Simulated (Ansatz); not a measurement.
Working through a convergence test of the k-point mesh of Sr₃Hg, space group Pm-3m

Computed with the Python package of Ansatz (0.2.0).

Interactive session:
```pycon
>>> import ansatz
>>> from tabulate import tabulate
>>> structure = (
...     ansatz.Lattice.cubic(5.513)
...     .space_group(221)
...     .atom('Sr', (0.5, 0.5, 0.0))
...     .atom('Hg', (0.0, 0.0, 0.0))
... )
>>> structure.resolved().sites[-1]
Site(symbol='Hg', position=(0.0, 0.0, 0.0), moment=None, axis=None, held=None, saved=None)
>>> setup = structure.calculation()
>>> setup = setup.functional('pbesol').occupations(ansatz.OccupationsMethod.FERMI_DIRAC, width=0.05)
>>> setup = setup.pseudopotentials('paw').basis(16 * ansatz.Ha)
>>> setup = setup.forces()
>>> setup = setup.stress()
>>> rows = []
>>> for value in [(2, 2, 2), (3, 3, 3), (4, 4, 4), (5, 5, 5)]:
...     r = setup.kpoints(mesh=value).run(threads=1).report
...     rows.append((value, r['free_energy_ev'] / len(r['lattice']['sites']), r['n_iterations'], sum(r['stress_gpa'][i][i] for i in range(3)) / 3, max(abs(f) for row in r['forces_ev_ang'] for f in row), r['n_kpoints']))
...
>>> print(tabulate(rows, headers=['mesh', 'F/atom (eV)', 'iterations', 'P (GPa)', 'max component (eV/A)', 'k-points'], floatfmt='.4f', tablefmt='plain'))
mesh         F/atom (eV)    iterations    P (GPa)    max component (eV/A)    k-points
(2, 2, 2)     -6036.2664             7    -1.2030                  0.0000           4
(3, 3, 3)     -6036.2968             7    -1.3978                  0.0000           4
(4, 4, 4)     -6036.2945             7    -1.3214                  0.0000          10
(5, 5, 5)     -6036.2869             7    -1.2017                  0.0000          10
>>> for row in rows[:-1]:
...     shift = 1000 * (row[1] - rows[-1][1])
...     print(f'{row[0]}: {shift:+.2f} meV/atom' + ('  (within 1 meV)' if abs(shift) < 1 else ''))
...
(2, 2, 2): +20.52 meV/atom
(3, 3, 3): -9.95 meV/atom
(4, 4, 4): -7.57 meV/atom
```

Forces vanish by symmetry here and test nothing. Pressure is positive in compression. Spin-orbit coupling, which matters for elements this heavy, is left out. This cell is a computed structure, which may not be the phase found in nature. Shifts are counted from the finest mesh, which is itself no proven limit. Wall time of the script: 8 s on 1 thread of Arm Neoverse V2, on a shared host, peak memory 0.43 GiB.
